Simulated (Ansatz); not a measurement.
# CH₈AlNOSi: up Jacob's ladder to CCSD(T)

Aim: compute CH₈AlNOSi with functionals from several rungs and with coupled cluster, and see how far each lands from CCSD(T) at the basis-set limit for the atomisation energy.

Computed with Ansatz 0.2.0, Gaussian basis. Level: functionals in def2-TZVPP, the program's frozen cores in correlated methods.

The runs, in order: PBE-D4, r2SCAN-D4, PBE0-D4, B3LYP-D4, ωB97X-V, ωB97M-V, B2PLYP; CCSD(T)/def2-TZVPP; MP2/def2-QZVPP; extrapolation to the limit.

## (1) Structure used throughout

The geometry comes from an earlier relaxation with PBE0-D4 in a triple-zeta def2 set; it is a stationary point, not always the lowest conformer.

13 atoms, charge 0, spin multiplicity 1.

Atoms are counted from 1 here; the program's logs count them from 0.

Bond lengths: N1–C2 1.542 Å, N1–Al4 1.978 Å, N1–H6 1.014 Å, N1–H7 1.013 Å, C2–O3 1.409 Å, C2–Al4 1.981 Å, C2–Si5 1.869 Å, O3–H8 0.961 Å, Al4–H9 1.591 Å, Al4–H10 1.583 Å, Si5–H11 1.490 Å, Si5–H12 1.493 Å, Si5–H13 1.483 Å. Angles: C2–N1–Al4 67.2°, C2–N1–H6 108.6°, C2–N1–H7 115.7°, Al4–N1–H6 118.7°, Al4–N1–H7 128.3°, H6–N1–H7 109.0°, N1–C2–O3 109.2°, N1–C2–Al4 67.0°, N1–C2–Si5 113.7°, O3–C2–Al4 122.9°, O3–C2–Si5 111.0°, Al4–C2–Si5 122.6°, C2–O3–H8 108.6°, N1–Al4–C2 45.8°, N1–Al4–H9 108.5°, N1–Al4–H10 113.9°, C2–Al4–H9 112.9°, C2–Al4–H10 120.9° and more.

Coordinates:

```xyz
13

N    -1.0613    0.7793   -0.1816
C    -0.0271   -0.2214    0.3711
O    -0.5488   -0.8353    1.5276
Al    0.6359    1.6450    0.3511
Si    0.5217   -1.4995   -0.8777
H    -1.8487    0.8160    0.4565
H    -1.4019    0.5870   -1.1162
H    -0.1791   -0.3990    2.2995
H     0.4064    2.3983    1.7340
H     1.4869    2.1918   -0.8667
H     0.8313   -0.7985   -2.1557
H    -0.5347   -2.5176   -1.1523
H     1.7396   -2.1807   -0.3747
```

## (2) PBE-D4 (GGA)

File in.yaml:

```yaml
crystal:
  periodic: [false, false, false]
  atoms:
    - {symbol: N, position_ang: [-1.061320, 0.779294, -0.181626]}
    - {symbol: C, position_ang: [-0.027069, -0.221360, 0.371143]}
    - {symbol: O, position_ang: [-0.548771, -0.835264, 1.527587]}
    - {symbol: Al, position_ang: [0.635894, 1.644952, 0.351057]}
    - {symbol: Si, position_ang: [0.521700, -1.499540, -0.877695]}
    - {symbol: H, position_ang: [-1.848667, 0.816013, 0.456486]}
    - {symbol: H, position_ang: [-1.401859, 0.587048, -1.116166]}
    - {symbol: H, position_ang: [-0.179083, -0.398959, 2.299472]}
    - {symbol: H, position_ang: [0.406414, 2.398264, 1.734046]}
    - {symbol: H, position_ang: [1.486862, 2.191787, -0.866650]}
    - {symbol: H, position_ang: [0.831300, -0.798515, -2.155685]}
    - {symbol: H, position_ang: [-0.534738, -2.517646, -1.152310]}
    - {symbol: H, position_ang: [1.739635, -2.180677, -0.374661]}
basis:
  gaussian: {orbitals: def2-TZVPP}
hamiltonian: {xc: pbe, dispersion: d4}
output: {forces: true, orbitals: {seedname: orbitals}}
```

Launch:

```sh
$ ansatz run in.yaml --threads 4 --pin off --events-out ev --progress --plain --max-ram 10444MiB
```

Further steps of the session: r2SCAN-D4 (meta-GGA); PBE0-D4 (hybrid); B3LYP-D4 (hybrid); ωB97X-V (range-separated); ωB97M-V (range-separated); B2PLYP (double hybrid); CCSD(T) in def2-TZVPP; MP2 in def2-QZVPP.

Q: Predict the results of all the runs planned. Wanted: atomisation energy, CCSD(T)/CBS; farthest; mean size of error, hybrid; mean size of error, range-separated; gap, smallest and largest; T1 diagnostic; triples share of the correlation energy.

As calculated:

| quantity | value |
| --- | --- |
| atomisation energy, CCSD(T)/CBS | 4182.8 kJ/mol |
| functionals within 20.9 kJ/mol (0.5 %) | r2SCAN-D4, B3LYP-D4, ωB97M-V |
| farthest | B2PLYP (-68.8 kJ/mol) |
| mean size of error, hybrid | 22.3 kJ/mol |
| mean size of error, range-separated | 17.0 kJ/mol |
| gap, smallest and largest | 4.45 eV (PBE-D4), 10.53 eV (ωB97X-V) |
| T1 diagnostic | 0.0122 |
| triples share of the correlation energy | 3.7 % |

In words: PBE-D4 misses by +36.6 kJ/mol. Double hybrids carry the basis error of their MP2 part in triple zeta, and no dispersion term here, so their miss is partly the set-up's. Misses under about 20.9 kJ/mol are within the doubt on the reference itself, which lacks core-valence correlation, relativity and higher excitations. Hartree-Fock recovers 70 % of the binding; the rest is correlation. The gap grows from 4.4 to 10.5 eV across the functionals, mostly with the share of exact exchange.
